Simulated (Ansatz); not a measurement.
Input of an Ansatz 0.2.0 run:

File input.yaml:

```yaml
crystal:
  lattice:
    - [7.28959, -2.10433, 0.01772]
    - [7.28959, 2.10433, 0.01772]
    - [-2.53315, 0.0, 7.281]
  atoms:
    - { symbol: Cs, position: [0.5, 0.5, 0.0] }
    - { symbol: Li, position: [0.0, 0.0, 0.5] }
    - { symbol: Cr, position: [0.3287, 0.3287, 0.433], spin: 3.0 }
    - { symbol: Cr, position: [0.6713, 0.6713, 0.567], spin: 3.0 }
    - { symbol: Te, position: [0.80672, 0.80672, 0.17427] }
    - { symbol: Te, position: [0.19328, 0.19328, 0.82573] }
    - { symbol: S, position: [0.16358, 0.16358, 0.39713] }
    - { symbol: S, position: [0.83642, 0.83642, 0.60287] }
    - { symbol: S, position: [0.5, 0.5, 0.5] }
hamiltonian:
  xc: pbe
  pseudopotentials: { kind: paw }
magnetization:
  spin_polarized: true
kpoints:
  mp_grid: { grid: [7, 7, 4] }
scf:
  occupations: { method: fermi_dirac, width: 0.05 }
output:
  forces: true
  stress: true
  eigenvalues: true
```

Potentials or basis: Ansatz PAW.

Run with:

```console
$ ansatz run input.yaml --threads 8 --pin off --max-ram 20480MiB --backend cpu --events-out ev --progress --plain --runs-dir out
```

(1) Predict the pressure.

(2) Estimate the site moments.

Answers

(1) 0.0 GPa.

(2) Cs +0.00; Li +0.00; Cr +2.59; Te -0.14; S -0.14, -0.03 μB.
